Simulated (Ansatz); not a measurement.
# LiZn: the cost of one run

Computed with Ansatz 0.2.0 (DFT LDA, scalar-relativistic, unless a step's input says otherwise).

### Step 1. Starting point

It takes space group Fd-3m (No. 227, cubic). Conventional cell: a = 6.222 Å, b = 6.222 Å, c = 6.222 Å, α = 90.00°, β = 90.00°, γ = 90.00°. Li (site symmetry -43m) is surrounded by 4 Li at 2.69 Å and 4 Zn at 2.69 Å. Around Zn (site symmetry -43m) lie 4 Li at 2.69 Å and 4 Zn at 2.69 Å.

Structure file:

```cif
data_structure
_symmetry_space_group_name_H-M 'P 1'
_symmetry_Int_Tables_number 1
_cell_length_a 4.3996
_cell_length_b 4.3996
_cell_length_c 4.3996
_cell_angle_alpha 60.000
_cell_angle_beta 60.000
_cell_angle_gamma 60.000
_cell_volume 60.22
loop_
_atom_site_label
_atom_site_type_symbol
_atom_site_fract_x
_atom_site_fract_y
_atom_site_fract_z
_atom_site_occupancy
Li1 Li 0.50000 0.50000 0.50000 1
Li2 Li 0.75000 0.75000 0.75000 1
Zn1 Zn 0.00000 0.00000 0.00000 1
Zn2 Zn 0.25000 0.25000 0.25000 1
```

Atoms are numbered in the order of the input: Li1, Li2, Zn3, Zn4.

### Step 2. After the deformation

Space group Fd-3m before, R-3m after.

### Step 3. All-electron LAPW

Input file input.yaml:

```yaml
crystal:
  lattice:
    - [-0.06222, 3.07989, 3.07989]
    - [3.07989, -0.06222, 3.07989]
    - [3.07989, 3.07989, -0.06222]
  atoms:
    - { symbol: Li, position: [0.5, 0.5, 0.5] }
    - { symbol: Li, position: [0.75, 0.75, 0.75] }
    - { symbol: Zn, position: [0.0, 0.0, 0.0] }
    - { symbol: Zn, position: [0.25, 0.25, 0.25] }
kpoints:
  mp_grid: { grid: [9, 9, 9] }
  band_path:
    path:
      - [0.0, 0.0, 0.0]
      - [0.5, 0.5, 0.5]
      - [0.2551801333, 0.5, 0.7448198667]
      - [-0.2551801333, 0.2551801333, 0.5]
      - [0.0, 0.0, 0.5]
      - [0.0, 0.0, 0.0]
      - [-0.3775900666, 0.0, 0.3775900666]
      - [0.0, 0.3775900666, 0.6224099334]
      - [0.0, 0.5, 0.5]
    npoints: 5
scf:
  occupations: { method: fermi_dirac, width: 0.08 }
hamiltonian:
  xc: lda
  pseudopotentials: { kind: all_electron, lapw: { basis_error: 0.0005 } }
output:
  forces: true
  stress: true
  eigenvalues: true
```

Started as:

```
$ ansatz run input.yaml --threads 1 --pin off --max-ram 4096MiB --backend cpu --events-out ev --progress --plain --runs-dir out
```

**Question.** How long does this run take on 1 thread of Arm Neoverse V2, shared host, and how much memory does it need?

About 46 s, with a peak of 0.65 GiB.
